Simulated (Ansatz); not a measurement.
## CH8B2OSi, SMILES BC[SiH2]BO: a geometry optimisation, step by step

Computed with Ansatz 0.2.0, Python API.

Notebook, run cell by cell (the value of a cell's last expression is shown):

In [1]:
```python
import itertools

import ansatz as az
from ase.data import atomic_numbers, covalent_radii
import numpy as np
```

In [2]:
```python
geometry_ang = [
    ("B", (-1.9642, -0.4256, 0.3023)),
    ("C", (-0.6472, -0.5568, 1.0744)),
    ("Si", (0.7417, -0.7276, -0.1452)),
    ("B", (1.0858, 0.9265, -1.1398)),
    ("O", (1.2894, 2.159, -0.4526)),
    ("H", (-2.6594, 0.613, 0.4349)),
    ("H", (-2.3664, -1.2295, -0.4317)),
    ("H", (-0.6599, -1.4458, 1.7021)),
    ("H", (-0.4642, 0.3483, 1.7631)),
    ("H", (2.0107, -1.01, 0.6396)),
    ("H", (0.4934, -1.8393, -1.0355)),
    ("H", (0.934, 0.9145, -2.2964)),
    ("H", (2.2265, 2.2386, -0.4005)),
]
ch8b2osi = az.Crystal.molecule()
for symbol, xyz in geometry_ang:
    ch8b2osi = ch8b2osi.atom(symbol, xyz)
```

In [3]:
```python
calc = ch8b2osi.calculation()
calc = calc.basis(gaussian="def2-SVP")
calc = calc.functional("B3LYP")
symbols = [site.symbol for site in ch8b2osi.cartesian_sites]
start = np.array([site.position_ang for site in ch8b2osi.cartesian_sites], dtype=float)
def progress(event):
    if event["event"] == "relax_step":
        row = event["data"]
        print(f"step {row['step']:3d}  E = {row['lagrangian_ev']:.6f} eV  largest force component {row['allowed_force_max_ev_ang']:.4f} eV/A")
```

In [4]:
```python
data = calc.relax(force_tolerance=0.005).session().plan().execute(on_event=progress).report
end = np.array(data["positions_ang"])
```
```text
step   1  E = -12438.872032 eV  largest force component 1.8739 eV/A
step   2  E = -12439.152707 eV  largest force component 1.5307 eV/A
step   3  E = -12439.305331 eV  largest force component 1.4944 eV/A
step   4  E = -12439.417609 eV  largest force component 2.8024 eV/A
step   5  E = -12439.606588 eV  largest force component 2.8873 eV/A
step   6  E = -12439.976633 eV  largest force component 1.2019 eV/A
step   7  E = -12440.060018 eV  largest force component 0.4233 eV/A
step   8  E = -12440.087421 eV  largest force component 0.2478 eV/A
step   9  E = -12440.088650 eV  largest force component 0.5019 eV/A
step  10  E = -12440.107159 eV  largest force component 0.1349 eV/A
step  11  E = -12440.112838 eV  largest force component 0.0782 eV/A
step  12  E = -12440.116662 eV  largest force component 0.0606 eV/A
step  13  E = -12440.114473 eV  largest force component 0.2485 eV/A
step  14  E = -12440.108409 eV  largest force component 0.1902 eV/A
step  15  E = -12440.117823 eV  largest force component 0.0266 eV/A
step  16  E = -12440.118839 eV  largest force component 0.0779 eV/A
step  17  E = -12440.119032 eV  largest force component 0.1204 eV/A
step  18  E = -12440.119911 eV  largest force component 0.0792 eV/A
step  19  E = -12440.120509 eV  largest force component 0.0295 eV/A
step  20  E = -12440.120636 eV  largest force component 0.0516 eV/A
step  21  E = -12440.120819 eV  largest force component 0.0315 eV/A
step  22  E = -12440.120872 eV  largest force component 0.0144 eV/A
step  23  E = -12440.120901 eV  largest force component 0.0103 eV/A
step  24  E = -12440.120916 eV  largest force component 0.0048 eV/A
step  25  E = -12440.120922 eV  largest force component 0.0048 eV/A
```

In [5]:
```python
print(f"E = {data['free_energy_ev']:.6f} eV = {data['free_energy_ev'] / 27.211386246:.7f} Ha")
print("converged:", data["converged"], " doubts:", data["published_state_doubts"] or "none")
```
```text
E = -12440.121214 eV = -457.1660224 Ha
converged: True  doubts: none
```

In [6]:
```python
# pairs closer than 1.2 times the sum of covalent radii, before or after
radius = [covalent_radii[atomic_numbers[s]] for s in symbols]
span = lambda where, i, j: np.linalg.norm(where[i] - where[j])
bonded = [(i, j) for i, j in itertools.combinations(range(len(symbols)), 2) if min(span(start, i, j), span(end, i, j)) < 1.2 * (radius[i] + radius[j])]
print("pair        before    after (A)")
for i, j in bonded:
    print(f"{symbols[i]}{i}-{symbols[j]}{j}".ljust(10), f"{span(start, i, j):8.4f} {span(end, i, j):8.4f}")
for first, second in list(itertools.combinations(bonded, 2)):
    shared = set(first) & set(second)
    if shared and symbols[(j := shared.pop())] != "H":
        i, k = sorted((set(first) | set(second)) - {j})
        u, v = end[i] - end[j], end[k] - end[j]
        angle = np.degrees(np.arccos(np.clip(u @ v / np.linalg.norm(u) / np.linalg.norm(v), -1, 1)))
        print(f"final angle {symbols[i]}{i}-{symbols[j]}{j}-{symbols[k]}{k}: {angle:.2f} deg")
```
```text
pair        before    after (A)
B0-C1        1.5323   1.5394
B0-H5        1.2568   1.2101
B0-H6        1.1605   1.2098
C1-Si2       1.8562   1.9273
C1-H7        1.0883   1.1016
C1-H8        1.1520   1.1031
Si2-B3       1.9605   2.0340
Si2-H9       1.5186   1.4997
Si2-H10      1.4457   1.4982
B3-O4        1.4257   1.3515
B3-H11       1.1666   1.2161
O4-H12       0.9419   0.9676
final angle C1-B0-H5: 120.95 deg
final angle C1-B0-H6: 120.86 deg
final angle B0-C1-Si2: 106.86 deg
final angle B0-C1-H7: 114.71 deg
final angle B0-C1-H8: 114.43 deg
final angle H5-B0-H6: 118.07 deg
final angle Si2-C1-H7: 105.72 deg
final angle Si2-C1-H8: 103.39 deg
final angle C1-Si2-B3: 113.20 deg
final angle C1-Si2-H9: 107.42 deg
final angle C1-Si2-H10: 110.62 deg
final angle H7-C1-H8: 110.61 deg
final angle B3-Si2-H9: 109.15 deg
final angle B3-Si2-H10: 110.24 deg
final angle Si2-B3-O4: 118.37 deg
final angle Si2-B3-H11: 121.99 deg
final angle H9-Si2-H10: 105.89 deg
final angle O4-B3-H11: 119.63 deg
final angle B3-O4-H12: 114.12 deg
```

Reading the output:
- Total energies depend on the basis set; only differences at equal settings carry meaning.
- The end point is the stationary point reached from this start; no frequency run checks that it is a minimum, and the basis set is modest.
- b3lyp holds the VWN-RPA fit, as in Gaussian; the form of ORCA and Turbomole is b3lyp5.
- Run time: 2.8 min on 1 thread of Arm Neoverse V1, on a shared host, peak memory 0.33 GiB.

(Lines on the test bed's own set-up are left out of the output.)
